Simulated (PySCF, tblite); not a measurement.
# C₉H₁₀OSe: excited states

What do calculations give for the excited states of C₉H₁₀OSe (`C[Se]/C=C1/C=CC(C(C)=O)=C1`)?

Programs: tblite 0.8.0 and PySCF 2.14.0, with routines of our own; each step states its level. All values are computed. Atoms count from 0.

## (1) The system as given

21 atoms, charge 0, multiplicity 1; geometry from: force field or distance geometry start.

## (2) Geometry optimisation with GFN2-xTB

The job: settings as JSON, then the geometry in Å.

```
{"job": {"kind": "relax", "xc": "GFN2-xTB", "basis": "xTB"}, "charge": 0, "multiplicity": 1}
C      4.750800     0.586800    -0.066500
Se     2.892300     0.923400     0.465800
C      1.968900    -0.738000     0.296200
C      0.618100    -0.680200     0.208800
C     -0.297700    -1.818700     0.083700
C     -1.527300    -1.317500     0.039900
C     -1.496300     0.129400     0.151500
C     -2.590500     1.073800     0.167300
C     -4.019300     0.678900     0.050200
O     -2.336300     2.309400     0.278800
C     -0.229500     0.497900     0.257300
H      5.116400     1.461700    -0.631800
H      5.399200     0.472800     0.832900
H      4.759600    -0.332300    -0.686900
H      2.460400    -1.694200     0.249900
H     -0.049200    -2.871200     0.021900
H     -2.397900    -1.954300    -0.055400
H     -4.516800     1.190000    -0.819400
H     -4.504500     0.987000     1.026900
H     -4.190200    -0.395300    -0.081400
H      0.181000     1.507500     0.364700
```

Run with:

```console
OMP_NUM_THREADS=1 python excited_run.py task.json out
```

This one command runs all jobs of the session in turn.

Standard output:

```text
step      E/eV     max force
  0    -857.66808    3.502
  1    -857.82288    3.255
  2    -857.93166    0.569
  3    -857.95452    0.438
  4    -857.97741    0.373
  5    -858.00193    0.318
  6    -858.01329    0.249
  7    -858.02212    0.189
  8    -858.02868    0.185
  9    -858.03447    0.178
 10    -858.03874    0.132
 11    -858.04206    0.133
 12    -858.04507    0.130
 13    -858.04836    0.153
 14    -858.05234    0.219
 15    -858.05761    0.248
 16    -858.06447    0.216
 17    -858.07169    0.220
 18    -858.07774    0.180
 19    -858.08266    0.222
 20    -858.08696    0.213
 21    -858.09126    0.151
 22    -858.09508    0.122
 23    -858.09801    0.120
 24    -858.10063    0.126
 25    -858.10361    0.127
 26    -858.10689    0.125
 27    -858.10998    0.117
 28    -858.11268    0.142
 29    -858.11540    0.152
 30    -858.11861    0.148
 31    -858.12243    0.166
 32    -858.12656    0.155
 33    -858.13062    0.132
 34    -858.13456    0.160
 35    -858.13833    0.130
 36    -858.14180    0.130
 37    -858.14506    0.127
 38    -858.14806    0.117
 39    -858.15039    0.105
 40    -858.15187    0.073
 41    -858.15283    0.061
 42    -858.15360    0.058
 43    -858.15426    0.081
 44    -858.15494    0.063
 45    -858.15555    0.054
 46    -858.15624    0.053
 47    -858.15675    0.065
 48    -858.15744    0.076
 49    -858.15799    0.079
 50    -858.15861    0.065
 51    -858.15942    0.071
 52    -858.16057    0.094
 53    -858.16181    0.084
 54    -858.16275    0.068
 55    -858.16338    0.058
 56    -858.16399    0.062
 57    -858.16469    0.069
 58    -858.16538    0.063
 59    -858.16596    0.043
 60    -858.16647    0.057
 61    -858.16708    0.073
 62    -858.16796    0.100
 63    -858.16929    0.119
 64    -858.17109    0.100
 65    -858.17274    0.126
 66    -858.17412    0.159
 67    -858.17624    0.087
 68    -858.17753    0.091
 69    -858.17876    0.087
 70    -858.17980    0.086
 71    -858.18091    0.075
 72    -858.18204    0.065
 73    -858.18337    0.081
 74    -858.18520    0.094
 75    -858.18723    0.134
 76    -858.18853    0.095
 77    -858.18991    0.110
 78    -858.19096    0.078
 79    -858.19207    0.070
 80    -858.19305    0.082
 81    -858.19457    0.111
 82    -858.19618    0.108
 83    -858.19791    0.075
 84    -858.19956    0.082
 85    -858.20068    0.128
 86    -858.20229    0.110
 87    -858.20367    0.081
 88    -858.20567    0.098
 89    -858.20671    0.110
 90    -858.20886    0.125
 91    -858.21011    0.089
 92    -858.21145    0.087
 93    -858.21239    0.086
 94    -858.21316    0.087
 95    -858.21410    0.065
 96    -858.21536    0.083
 97    -858.21701    0.091
 98    -858.21845    0.098
 99    -858.21995    0.105
100    -858.22136    0.092
101    -858.22268    0.097
102    -858.22380    0.099
103    -858.22506    0.091
104    -858.22618    0.067
105    -858.22713    0.057
106    -858.22773    0.060
107    -858.22859    0.067
108    -858.22942    0.099
109    -858.23031    0.056
110    -858.23091    0.047
111    -858.23123    0.057
112    -858.23154    0.043
113    -858.23196    0.045
114    -858.23257    0.042
115    -858.23313    0.063
116    -858.23402    0.070
117    -858.23513    0.078
118    -858.23623    0.079
119    -858.23703    0.072
120    -858.23762    0.058
121    -858.23826    0.054
122    -858.23897    0.062
123    -858.23957    0.047
124    -858.24002    0.047
125    -858.24036    0.047
126    -858.24069    0.049
127    -858.24103    0.036
128    -858.24124    0.026
129    -858.24133    0.032
130    -858.24142    0.021
131    -858.24151    0.017
132    -858.24159    0.016
133    -858.24166    0.021
134    -858.24173    0.022
135    -858.24178    0.017
136    -858.24183    0.015
137    -858.24188    0.015
138    -858.24194    0.018
139    -858.24199    0.015
140    -858.24205    0.016
141    -858.24209    0.012
142    -858.24212    0.011
143    -858.24214    0.010
```

Wall time 1.5 s (1 thread of Arm Neoverse V1, shared host).

Relaxation path: (not every step is listed)

```
step  energy from step 0 (eV)  largest force (eV/Å)
   0                   0.0000                3.5021
   1                  -0.1548                3.2549
   2                  -0.2636                0.5693
   3                  -0.2864                0.4381
   4                  -0.3093                0.3730
   5                  -0.3338                0.3175
   6                  -0.3452                0.2486
   7                  -0.3540                0.1888
   8                  -0.3606                0.1847
  21                  -0.4232                0.1507
  34                  -0.4665                0.1604
  47                  -0.4887                0.0648
  60                  -0.4984                0.0571
  73                  -0.5153                0.0812
  86                  -0.5342                0.1096
  99                  -0.5519                0.1052
 112                  -0.5635                0.0433
 125                  -0.5723                0.0471
 138                  -0.5739                0.0181
 139                  -0.5739                0.0151
 140                  -0.5740                0.0155
 141                  -0.5740                0.0115
 142                  -0.5740                0.0109
 143                  -0.5741                0.0099
```

Distances of close pairs at the start and the end, largest changes first:

```
  bond  before (Å)  after (Å)  change (Å)
 C7–O9       1.266      1.214      -0.052
Se1–C2       1.908      1.858      -0.050
C8–H18       1.133      1.088      -0.045
C6–C10       1.324      1.364      +0.041
C8–H17       1.125      1.087      -0.038
C0–H12       1.115      1.087      -0.027
 C7–C8       1.487      1.512      +0.025
C0–H13       1.109      1.087      -0.022
```

The end geometry stands in the next job.

## (3) Harmonic vibrations with GFN2-xTB

The job: settings as JSON, then the geometry in Å.

```
{"job": {"kind": "ir", "xc": "GFN2-xTB", "basis": "xTB"}, "charge": 0, "multiplicity": 1}
C      4.774999     0.237613     0.002350
Se     3.041034     1.142419     0.034720
C      1.983556    -0.383150     0.123218
C      0.631144    -0.392249     0.147556
C     -0.223451    -1.566620     0.212011
C     -1.506625    -1.156557     0.200795
C     -1.539534     0.300248     0.130816
C     -2.726907     1.155868     0.088523
C     -4.057212     0.437550     0.089807
O     -2.649698     2.366993     0.053444
C     -0.251111     0.747842     0.102604
H      5.545767     1.002933    -0.020159
H      4.881222    -0.366456     0.900033
H      4.843954    -0.380582    -0.889398
H      2.536272    -1.314357     0.153798
H      0.143191    -2.575194     0.260094
H     -2.375619    -1.786836     0.237628
H     -4.865813     1.162006     0.038326
H     -4.155622    -0.151054     0.999749
H     -4.115446    -0.234668    -0.763630
H      0.076979     1.771194     0.051947
```

Standard output:

```text
mode    cm-1     km/mol
  1      38.1      5.73
  2      45.5      0.28
  3      66.8      1.32
  4     109.1      0.11
  5     127.4      0.03
  6     150.3      0.16
  7     160.8      4.51
  8     171.4      0.61
  9     191.9      0.56
 10     294.2      3.43
 11     318.5      0.99
 12     363.6      0.86
 13     484.4      1.47
 14     500.6      1.05
 15     571.4     18.94
 16     593.9      4.36
 17     606.2     35.69
 18     628.3      0.99
 19     674.0      1.91
 20     743.0    106.73
 21     750.1      7.72
 22     805.8     13.05
 23     813.7      9.33
 24     850.6      0.06
 25     875.8     12.73
 26     876.2     16.81
 27     890.6      3.63
 28     963.5     30.79
 29     986.3     18.88
 30     988.7     30.41
 31    1077.4     82.01
 32    1096.3      5.38
 33    1127.8      4.63
 34    1172.4     73.89
 35    1243.2    225.22
 36    1286.7      0.87
 37    1292.0      7.20
 38    1340.7      3.41
 39    1363.9     34.53
 40    1428.1     10.23
 41    1435.8      6.62
 42    1460.5      9.88
 43    1465.2      8.65
 44    1510.1    597.68
 45    1568.8    119.51
 46    1585.7    189.82
 47    1711.8    319.05
 48    3008.0      4.25
 49    3019.5      8.93
 50    3022.0      6.71
 51    3023.9     14.32
 52    3028.7      6.14
 53    3038.7      5.95
 54    3054.7     22.40
 55    3122.4     13.26
 56    3133.5     12.24
 57    3148.8     53.67
```

Run time: 1.1 s. Hardware: 1 thread of Arm Neoverse V1, shared host.

The strongest bands and the atoms that carry them (share of the mass-weighted mode):

```
cm⁻¹  km/mol                                  atoms
 743   106.7              C2 42 %, C4 12 %, C3 11 %
1077    82.0  H20 15 %, C6 12 %, H17 12 %, H16 11 %
1172    73.9            H20 24 %, H14 23 %, C7 16 %
1243   225.2   C7 24 %, H15 14 %, H16 11 %, C6 11 %
1510   597.7             C6 35 %, C10 31 %, C4 16 %
1569   119.5                       C5 39 %, C4 30 %
1586   189.8              C3 52 %, C2 26 %, C6 11 %
1712   319.1                       C7 61 %, O9 36 %
```

## (4) Excited states: TDA B3LYP/def2-SVP

Settings changed since step 3:

```diff
@@ -1,2 +1,2 @@
-{"job": {"kind": "ir", "xc": "GFN2-xTB", "basis": "xTB"}, "charge": 0, "multiplicity": 1}
+{"job": {"kind": "states", "xc": "B3LYP", "basis": "def2-SVP", "tda": true, "soc": true, "nstates": 6, "ntriplets": 4, "nquad": 4}, "charge": 0, "multiplicity": 1}
 C      4.774999     0.237613     0.002350
```

Method: TDA B3LYP/def2-SVP excited states, vertical, gas phase, spin-orbit mean-field couplings.

Standard output:

```text
coarse grid: 83856 points
cycle   1  E = -2824.9436835549  dE =  8.358e-01  |g| = 9.197e-01  |ddm| = 5.524e+00
cycle   2  E = -2822.5784172340  dE =  2.365e+00  |g| = 2.587e+00  |ddm| = 3.562e+00
cycle   3  E = -2824.9011665118  dE = -2.323e+00  |g| = 8.804e-01  |ddm| = 3.406e+00
cycle   4  E = -2825.1206846453  dE = -2.195e-01  |g| = 2.422e-01  |ddm| = 1.076e+00
cycle   5  E = -2825.1274918314  dE = -6.807e-03  |g| = 1.963e-01  |ddm| = 5.006e-01
cycle   6  E = -2825.1379189553  dE = -1.043e-02  |g| = 4.789e-02  |ddm| = 2.689e-01
cycle   7  E = -2825.1384257966  dE = -5.068e-04  |g| = 2.189e-02  |ddm| = 9.126e-02
cycle   8  E = -2825.1385309282  dE = -1.051e-04  |g| = 1.131e-02  |ddm| = 3.837e-02
cycle   9  E = -2825.1385650092  dE = -3.408e-05  |g| = 3.132e-03  |ddm| = 1.589e-02
cycle  10  E = -2825.1385669241  dE = -1.915e-06  |g| = 8.772e-04  |ddm| = 3.930e-03
final grid: 178880 points
cycle  11  E = -2825.1385196244  dE =  5.237e-07  |g| = 1.705e-03  |ddm| = 5.134e-03
cycle  12  E = -2825.1385162905  dE =  3.334e-06  |g| = 3.803e-03  |ddm| = 6.331e-03
cycle  13  E = -2825.1385204289  dE = -4.138e-06  |g| = 3.296e-04  |ddm| = 4.575e-03
cycle  14  E = -2825.1385204566  dE = -2.769e-08  |g| = 7.446e-05  |ddm| = 4.345e-04
cycle  15  E = -2825.1385204579  dE = -1.274e-09  |g| = 1.623e-05  |ddm| = 1.124e-04
cycle  16  E = -2825.1385204579  dE = -5.093e-11  |g| = 5.938e-06  |ddm| = 2.907e-05
converged SCF energy = -2825.1385204579

Singlet excitations
state   eV       nm        f     d(h-e)  d(exc)  Lambda  PR(NTO)  |dmu|/D   mu/D   main configurations
  1   3.0575   405.5   0.00002   2.881   4.077   0.301   1.004    7.892    3.146   H-2->L 0.94
  2   3.1107   398.6   0.00193   1.467   3.311   0.709   1.032    2.933    4.641   H->L 0.88
  3   3.9153   316.7   0.64293   1.761   3.838   0.756   1.120    2.980    7.945   H-1->L 0.82
  4   4.7777   259.5   0.00035   1.950   3.451   0.426   1.006    4.840    0.754   H-2->L+1 0.92
  5   4.8960   253.2   0.00006   1.626   3.527   0.396   1.005                     H-1->L+2 0.60, H->L+2 0.35
  6   5.1052   242.9   0.05572   1.073   3.521   0.678   1.823                     H->L+1 0.64, H-3->L 0.29

Triplet excitations (Tamm-Dancoff)
state   eV     d(h-e)  d(exc)  Lambda  PR(NTO)   main configurations
  1   2.0136   1.018   3.047   0.715   1.028   H->L 0.90
  2   2.2715   0.501   3.394   0.767   1.020   H-1->L 0.88
  3   2.7662   2.386   3.738   0.309   1.003   H-2->L 0.86, H-2->L+1 0.13
  4   3.9632   0.798   3.023   0.698   2.002   H->L+1 0.45, H-3->L 0.41
S1 - T1 = 1.0440 eV

Spin-orbit couplings |<S|Hso|T>| (cm-1)
             T1       T2       T3       T4
S0        0.337    2.503   36.947    3.579
S1       11.577   12.193    0.917   10.386
S2        0.784    1.509    8.991    0.627
S3        0.661    2.300   11.315    0.939
S4        1.113    8.190    0.869   11.609
S5       57.401  147.424    0.637   21.541
S6        6.078    6.051    4.150    2.635
T1 sublevels (cm-1): 0.000 0.138 0.138   radiative rates (1/s): 0.606 0.0387 0.101
```

Run time: 82 s. Hardware: 1 thread of Arm Neoverse V1, shared host; peak memory 0.95 GiB.

In short:

```
  quantity    value
S1 less T1  1.04 eV
```

The fields below are evaluated on a grid from the run's orbitals.

Frontier orbitals at B3LYP/def2-SVP, with the share of their density that lies nearest to each atom:

```
orbital  energy (eV)                                       lies on
   HOMO        -6.04  C4, C5, C10 about 22 % each; Se1 8 %; C6 6 %
   LUMO        -2.43                    C2 27 %; C10 14 %; C6 10 %
```

ELF in a plane through or near 17 of the atoms.

Ten even steps from '0' (0.00) to '9' (1.00):
```
0000000000000000000000000000
0000000000000000000000000000
0000000000000000000000000000
0000000000000000023310000000
0000000145300430388850000000
0002600388701990394950000000
0008960544704993074710760000
0029994566302994043418991000
0007973822502588593959991000
0001411637665958774752750000
0000366206482333650345200000
0000132039773844350044100000
0000000089914528398000000000
0000000079705836599400000000
0000000025109992299500000000
0000000000029991057100000000
0000000000008970000000000000
0000000000000000000000000000
0000000000000000000000000000
0000000000000000000000000000
```
The map spans 16.2 Å across and 10.3 Å up, centred on the molecule. Atoms in the plane (x, y in Å): C0 (-4.8, 0.4), Se1 (-3.0, 1.3), C2 (-2.0, -0.3), C3 (-0.6, -0.4), C4 (0.2, -1.6), C5 (1.5, -1.2), C6 (1.6, 0.2), C7 (2.8, 1.0), C8 (4.1, 0.3), O9 (2.7, 2.3), C10 (0.3, 0.7), H11 (-5.5, 1.2), H14 (-2.6, -1.2), H15 (-0.2, -2.6), H16 (2.3, -1.9), H17 (4.9, 1.0), H20 (0.0, 1.8).

On the surface of density 0.002 e/bohr³ the electrostatic potential runs, from the 1st to the 99th percentile, from -1.98 V near O9 to 1.33 V near H14.

## (5) Summary of results

| quantity | value |
| --- | --- |
| strongest single infrared mode (GFN2-xTB) | 1510 cm⁻¹, 598 km/mol |
| zero-point energy (GFN2-xTB) | 99.2 kcal/mol |
| S1 less T1 (step 4, TDA B3LYP/def2-SVP) | 1.04 eV |
| potential on the surface of density 0.002 e/bohr³, 1st and 99th percentile | -1.98 V and 1.33 V |

In words: No mode is imaginary among the 57: a minimum at this level. The strongest single mode, at 1510 cm⁻¹, is carried by C6, C10, C4. Unscaled tight-binding wavenumbers are off by several per cent, some by more. Its intensities can rank the bands wrongly. Scalar relativity is left out for the heavy atoms. In step 4 hole and electron of S1 lie 2.9 Å apart, a charge-transfer state, which a functional without long-range exact exchange places too low; S1, its gap to T1 and the count of triplets below it are unsure. In step 4, the number of triplets below S1 is 3, and the largest singlet-triplet spin-orbit coupling is S5–T2, 147.42 cm⁻¹. By nearest atom (B3LYP/def2-SVP), the HOMO sits on C4, C5, C10 about 22 % each; Se1 8 % and the LUMO on C2 27 %; C10 14 %.
